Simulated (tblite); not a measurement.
# C4H12O2Si2: the cost of one run

The runs use tblite 0.8.0 and PySCF 2.14.0, with density-fitted response routines of our own; the level of theory stands in each step. All values are computed, except where a source is named. Atoms are numbered from 0 throughout.

## Step 1: The starting structure

20 atoms, charge 0, multiplicity 1; geometry from: force field or distance geometry start.

Bonds of the start (Å): C0–C1 1.34, C1–C2 1.50, C2–Si3 1.91, Si3–O4 1.65, Si3–O5 1.68, Si3–C6 1.87, C6–Si7 1.85, C0–H8 1.09, C0–H9 1.10, C1–H10 1.09, C2–H11 1.11, C2–H12 1.10, O4–H13 0.98, O5–H14 0.97, C6–H15 1.11, C6–H16 1.09, Si7–H17 1.48, Si7–H18 1.48, Si7–H19 1.49.

## Step 2: Relaxing the molecule with GFN2-xTB

The job: settings as JSON, then the geometry in Å.

```
{"job": {"kind": "relax", "xc": "GFN2-xTB", "basis": "xTB"}, "charge": 0, "multiplicity": 1}
C     -2.235000     0.165700     1.687400
C     -2.064200    -0.163400     0.395300
C     -1.210000     0.624300    -0.555200
Si     0.338300    -0.281400    -1.200700
O      1.118000     0.597500    -2.355800
O     -0.148400    -1.678000    -1.994700
C      1.474100    -0.764300     0.203400
Si     2.124200     0.764900     1.009100
H     -1.770200     1.043800     2.124200
H     -2.883900    -0.429700     2.339500
H     -2.576300    -1.046700     0.012700
H     -1.839500     0.870900    -1.429400
H     -0.915600     1.583400    -0.107200
H      1.002700     0.260100    -3.268500
H     -0.603000    -2.332500    -1.447800
H      0.929500    -1.383100     0.944100
H      2.299600    -1.373000    -0.173600
H      2.960700     1.567400     0.094500
H      2.969100     0.382200     2.166300
H      1.024700     1.602700     1.553300
```

The run is started by

```sh
> OMP_NUM_THREADS=1 python probes_run.py task.json out
```

This one command runs all jobs of the session in turn.

**Question.** How long does this first job take on 1 thread of Arm Neoverse N1, shared host?

About 1.2 s.
